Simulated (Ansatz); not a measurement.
**CHFGaN (SMILES N#[C][GaH][F]) at RPA@PBE/cc-pVDZ**

Aim: the vertical ionisation energy of CHFGaN at RPA@PBE/cc-pVDZ, from 2 runs. 

The results are computed with Ansatz 0.2.0.

126 further runs of the same task are left out: 126 set aside as unsound or not needed.

## Step 1: The system as given

CHFGaN: 5 atoms, total charge 0, spin state singlet. As SMILES, `N#[C][GaH][F]`. The shape is that of a PBE0-D4/def2-TZVP optimisation.

Bond lengths: N1–C2 1.152 Å, C2–Ga3 1.931 Å, Ga3–F4 1.741 Å, Ga3–H5 1.539 Å. Angles: N1–C2–Ga3 177.5°, C2–Ga3–F4 112.3°, C2–Ga3–H5 127.5°, F4–Ga3–H5 120.2°.

## Step 2: A single-point energy at RPA@PBE/cc-pVDZ

The input, job.yaml:

```yaml
basis:
  gaussian:
    orbitals: cc-pVDZ
crystal:
  periodic: [false, false, false]
  atoms:
    - {symbol: "N", position_ang: [1.214000, -1.657200, 1.266000]}
    - {symbol: C, position_ang: [0.641000, -0.864700, 0.656300]}
    - {symbol: Ga, position_ang: [-0.259700, 0.519000, -0.345500]}
    - {symbol: F, position_ang: [-1.724700, -0.053500, -1.092600]}
    - {symbol: H, position_ang: [0.179200, 1.982700, -0.525600]}
total_charge: 0
hamiltonian:
  xc: pbe
correlation:
  method: rpa
  frozen_orbitals: {C: 1, F: 1, Ga: 9, H: 0, "N": 1}
accuracy: high
```

The run is started by

```console
$ ansatz run job.yaml --threads 1 --pin off --max-ram 3480MiB --events-out events.jsonl --progress --plain --runs-dir runs
```

The log of the run:

```text
Warning: RAYON_NUM_THREADS=1 ignored (pool sized by the plan → 1); use --threads N
Functional definition: PBE
  name "PBE"
  parameter kappa = 0.804
  parameter beta = 0.06672455060314922
  exchange = pbe_x(kappa = kappa, mu = beta*pi^2/3)
  correlation = pbe_c(beta = beta)
1569 factors; integrals over basis functions are off by at most 4.4e-9 eV
mean field evaluation 1: about -57617.6462 eV, gradient 5.5e1 eV
mean field evaluation 2: about -57617.6381 eV, gradient 5.5e1 eV
mean field evaluation 4: about -57622.7256 eV, gradient 2.4e1 eV
mean field evaluation 8: about -57624.1819 eV, gradient 3.4e-1 eV
mean field evaluation 16: about -57624.1817 eV, gradient 3.0e-5 eV
mean field -57624.18168603 eV, -2117.6496178884 hartree, gradient 2.8e-8 eV, S^2 0.000000; 0 other end points of the search recorded, 0 dependent functions left out
12 core orbitals not correlated: weight in the atoms' cores, before any rotation towards them, 1.000 or more for the frozen orbitals, at most 0.000 for the correlated occupied ones
reference -57567.08221843 eV, -2115.5512511574 hartree; 15, 15 occupied and 47, 47 virtual orbitals, 1569 factors
Total energy: -57589.80043055 eV, -2116.3861300541 hartree
```

Wall time 7.2 s (1 thread of Arm Neoverse V2, shared host); peak memory 0.23 GiB.

## Step 3: The doublet cation, same level

job.yaml, as its differences from that of step 2:

```diff
@@ -1,4 +1 @@
-basis:
-  gaussian:
-    orbitals: cc-pVDZ
 crystal:
@@ -11,3 +8,9 @@
     - {symbol: H, position_ang: [0.179200, 1.982700, -0.525600]}
-total_charge: 0
+basis:
+  gaussian:
+    orbitals: cc-pVDZ
+total_charge: 1
+magnetization:
+  spin_polarized: true
+  initial_magnetization: 1
 hamiltonian:
```

The run is started by

```console
$ ansatz run job.yaml --threads 1 --pin off --max-ram 3480MiB --events-out events.jsonl --progress --plain --runs-dir runs
```

The log of the run:

```text
Warning: RAYON_NUM_THREADS=1 ignored (pool sized by the plan → 1); use --threads N
[... 6 set-up lines as earlier in the session ...]
1569 factors; integrals over basis functions are off by at most 4.4e-9 eV
mean field evaluation 1: about -57591.1111 eV, gradient 6.7e1 eV
mean field evaluation 2: about -57591.1009 eV, gradient 6.7e1 eV
mean field evaluation 4: about -57605.2966 eV, gradient 3.0e1 eV
mean field evaluation 8: about -57611.7703 eV, gradient 1.1e1 eV
mean field evaluation 16: about -57612.5660 eV, gradient 1.5e-2 eV
mean field evaluation 32: about -57612.5660 eV, gradient 3.9e-8 eV
mean field evaluation 64: about -57612.2427 eV, gradient 1.1e0 eV
mean field evaluation 96: about -57567.9250 eV, gradient 2.2e1 eV
mean field -57612.56597457 eV, -2117.2227483657 hartree, gradient 3.9e-8 eV, S^2 0.754627; 8 other end points of the search recorded, 0 dependent functions left out
12 core orbitals not correlated: weight in the atoms' cores, before any rotation towards them, 1.000 or more for the frozen orbitals, at most 0.000 for the correlated occupied ones
reference -57553.60052582 eV, -2115.0558080921 hartree; 15, 14 occupied and 47, 48 virtual orbitals, 1569 factors
Total energy: -57578.06745021 eV, -2115.9549509794 hartree
```

Run time: 20 s. Hardware: 1 thread of Arm Neoverse V2, shared host; peak memory 0.28 GiB.

## Step 4: Summary of results

At RPA@PBE/cc-pVDZ, 12 core orbitals frozen:

| quantity | value |
| --- | --- |
| singlet CHFGaN: total energy | -2116.38613 Eh |
| singlet CHFGaN: RPA correlation energy (valence) | -834.9 mEh |
| doublet cation: total energy | -2115.95495 Eh |
| doublet cation: RPA correlation energy (valence) | -899.1 mEh |
| doublet cation: ⟨S²⟩ of the reference determinant | 0.755 |
| vertical ionisation energy (to the doublet cation) | 11.733 eV |

The vertical ionisation energy comes to 11.73 eV (271 kcal/mol).
